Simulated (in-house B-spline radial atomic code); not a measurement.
**Kr¹⁷⁺: excited configurations**

Wanted: excitation energies of Kr¹⁷⁺ as differences of total energies (ΔSCF).

Program: in-house B-spline radial atomic code version 1. Level of theory: Dirac-Hartree-Fock, average of configuration, Fermi nucleus, basis-set limit. These are calculated values, not measurements, unless marked.

## 1. The atom as given

| Quantity | Value |
| --- | --- |
| element | krypton (Z = 36) |
| charge | +17 |
| electrons | 19 |
| configuration | [Ar] 3d1 |
| Hamiltonian | Dirac-Coulomb |
| nucleus | Fermi, rms radius 4.188 fm |

The outer shells:

[Ar] 3d1
```
[Ar] core
3d [↑ ][  ][  ][  ][  ]
```

The boxes draw the filling by Hund's rule, which heavy ions in jj coupling don't follow; these runs average over all states of the configuration.

The run's settings:

```ini
Z = 36
electrons = 19.0
configuration = [Ar] 3d1
hamiltonian = dirac
method = hf
spin_polarised = False
nucleus = fermi
rms_radius = 4.1884
mass_number = 84
atomic_mass = 83.91149772708
speed_of_light = 137.035999084
```

From the earlier run of the reference: total energy -2637.983652 hartree. Levels, eight at most:

```tsv
orbital	occupation	energy (eV)	<r> (bohr)
2s1/2	2	-2577.70	0.1814
2p1/2	2	-2383.13	0.1561
2p3/2	4	-2328.45	0.1599
3s1/2	2	-821.79	0.4772
3p1/2	2	-747.95	0.4683
3p3/2	4	-737.10	0.4750
3d3/2	0.4	-641.31	0.4315
3d5/2	0.6	-639.27	0.4335
```

## 2. Run with [Ar] 6p1

The run's settings:

```ini
Z = 36
electrons = 19.0
configuration = [Ar] 6p1
hamiltonian = dirac
method = hf
spin_polarised = False
nucleus = fermi
rms_radius = 4.1884
mass_number = 84
atomic_mass = 83.91149772708
speed_of_light = 137.035999084
```

## 3. Configuration [Ar] 6d1

The settings differ from step 2 so:

```diff
@@ -2,3 +2,3 @@
 electrons = 19.0
-configuration = [Ar] 6p1
+configuration = [Ar] 6d1
 hamiltonian = dirac
```

## 4. [Ne] 3s2 3p5 3d1 6f1

The settings differ from step 3 so:

```diff
@@ -2,3 +2,3 @@
 electrons = 19.0
-configuration = [Ar] 6d1
+configuration = [Ne] 3s2 3p5 3d1 6f1
 hamiltonian = dirac
```

## 5. [Ar] 5p1

The settings differ from step 4 so:

```diff
@@ -2,3 +2,3 @@
 electrons = 19.0
-configuration = [Ne] 3s2 3p5 3d1 6f1
+configuration = [Ar] 5p1
 hamiltonian = dirac
```

## 6. [Ar] 7f1

The settings differ from step 5 so:

```diff
@@ -2,3 +2,3 @@
 electrons = 19.0
-configuration = [Ar] 5p1
+configuration = [Ar] 7f1
 hamiltonian = dirac
```

Q: How far above the reference does each configuration lie (order and size, in eV)?

The runs gave:

| net move | configuration | energy above the reference (eV) | with Breit, QED, recoil (eV) | largest <r> (bohr) |
| --- | --- | --- | --- | --- |
| 3d → 5p | [Ar] 5p1 | 422.65 | 422.65 | 1.66 |
| 3d → 6p | [Ar] 6p1 | 494.18 | 494.15 | 2.50 |
| 3d → 6d | [Ar] 6d1 | 504.11 | 504.06 | 2.57 |
| 3d → 7f | [Ar] 7f1 | 546.04 | 545.98 | 3.63 |
| 3p → 6f | [Ne] 3s2 3p5 3d1 6f1 | 613.10 | 612.69 | 2.57 |

Quantum defects of the promoted electron, δ = n − ζ/√(−2ε) with ζ = 18 and ε its orbital energy in hartree:

| promotion | δ |
| --- | --- |
| 3d → 5p | 0.482 |
| 3d → 6p | 0.475 |
| 3d → 6d | 0.274 |
| 3d → 7f | 0.098 |
| 3p → 6f | 0.094 |

**Reading.** The energies run from 422.65 eV (3d → 5p) to 613.10 eV (3p → 6f). Of those tabulated, the defect is largest for 5p (0.48) and least for 6f (0.09); at this charge much of the defect is relativistic. These are averages over configurations, without correlation, not spectroscopic levels.
